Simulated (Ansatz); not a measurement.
# GaLiH (quartet): wave-function methods side by side at angle Li2–Ga1–H3 = 105.1°, cc-pVDZ

How much of the correlation energy of GaLiH (quartet) does each wave-function method recover here?

Program: Ansatz 0.2.0, Gaussian basis. Level of theory: cc-pVDZ, core rule «outside noble gas», up to 15 orbitals frozen. These are calculated values, not measurements.

The runs, in order: UHF; CCSD(T) on ROHF; CCSD(T) on UHF; BCCD(T) on ROHF; CISD as a restricted active space (open shells left free, so some higher excitations enter); CCSDT(Q) on ROHF; CCSDT(Q) on UHF; CASSCF and MRCISD+Q, 5 electrons in 5 orbitals; CASSCF and NEVPT2, 5 electrons in 5 orbitals; Full CI.

26 further runs of the same task are left out: 14 for a known fault of the program, 8 that didn't finish, 4 set aside as unsound or not needed. Runs told in other sessions of the task aren't counted.

### Step 1. What is computed

The geometry derives from a PBE0/def2-TZVP stationary point (not a proven minimum). One angle is set to the value named; bond lengths are kept. No spin-orbit coupling is included. The filled d shell of Ga may be among the frozen orbitals whatever the setting's name suggests.

3 atoms, charge 0, spin multiplicity 4.

Atoms are counted from 1 here; the program's logs count them from 0.

Bond lengths: Ga1–Li2 2.347 Å, Ga1–H3 1.565 Å. Angles: Li2–Ga1–H3 105.1°.

### Step 2. UHF

Contents of in.yaml:

```yaml
crystal:
  periodic: [false, false, false]
  atoms:
    - {symbol: Ga, position_ang: [-0.139894, 0.000000, 0.150396]}
    - {symbol: Li, position_ang: [1.287365, 0.000000, -1.713010]}
    - {symbol: H, position_ang: [0.811794, 0.000000, 1.392904]}
basis:
  gaussian: {orbitals: cc-pVDZ}
magnetization: {spin_polarized: true, initial_magnetization: 3}
hamiltonian: {xc: hf}
output: {orbitals: {seedname: orbitals}}
```

The run is started by

```console
$ ansatz run in.yaml --threads 1 --pin off --events-out ev --progress --plain --max-ram 2393MiB
```

The runs that follow: CCSD(T) on ROHF; CCSD(T) on UHF; BCCD(T) on ROHF; CISD as a restricted active space (open shells left free, so some higher excitations enter); CCSDT(Q) on ROHF; CCSDT(Q) on UHF; CASSCF and MRCISD+Q, 5 electrons in 5 orbitals; CASSCF and NEVPT2, 5 electrons in 5 orbitals; Full CI.

Before running them: what should the planned runs give, taken together? Wanted: FCI from the RHF energy; RMP2 from FCI; UMP2 from FCI; RCCSD from FCI; RCCSD(T) from FCI; UCCSD(T) from FCI; RCCSDT(Q) from FCI; UCCSDT(Q) from FCI; NEVPT2 pair from FCI.

The runs gave:

| quantity | value |
| --- | --- |
| FCI from the ROHF energy | -1.7281 eV |
| RMP2 from FCI | +48.9 kJ/mol |
| UMP2 from FCI | +46.4 kJ/mol |
| RCCSD from FCI | +6.0 kJ/mol |
| RCCSD(T) from FCI | +1.6 kJ/mol |
| UCCSD(T) from FCI | -0.2 kJ/mol |
| RCCSDT(Q) from FCI | -0.1 kJ/mol |
| UCCSDT(Q) from FCI | -1.9 kJ/mol |
| NEVPT2 pair from FCI | +42.3 kJ/mol |
| MRCISD+Q pair from FCI | +0.9 kJ/mol |
| levels within 1 kcal/mol (43 meV) | UCCSD, RCCSD(T), UCCSD(T), BCCD(T), RCCSDT, UCCSDT, RCCSDT(Q), UCCSDT(Q), MRCISD+Q pair |
| T1 diagnostic | 0.035 |
| effectively unpaired electrons | 3.02 |

**Reading.** RCCSD(T) lands +1.6 kJ/mol from the yardstick (1.0 % of the correlation energy). UCCSD(T), UCCSDT, UCCSDT(Q) fall below full CI: unrestricted runs freeze a spin-polarised core, another one than full CI's, and coupled cluster isn't variational. One determinant dominates. Of the multireference levels listed MRCISD+Q pair comes nearest in total energy (+0.9 kJ/mol), which doesn't show that its space is the better one. These misses are within one basis, not against nature; the frozen cores of restricted and unrestricted runs differ, which can shift their rows.

Levels on UHF freeze UHF's core orbitals, full CI those of ROHF, so the U rows can settle a little off it for that reason alone.

With open shells the CI space here admits some higher excitations, so it is larger than plain CISD.
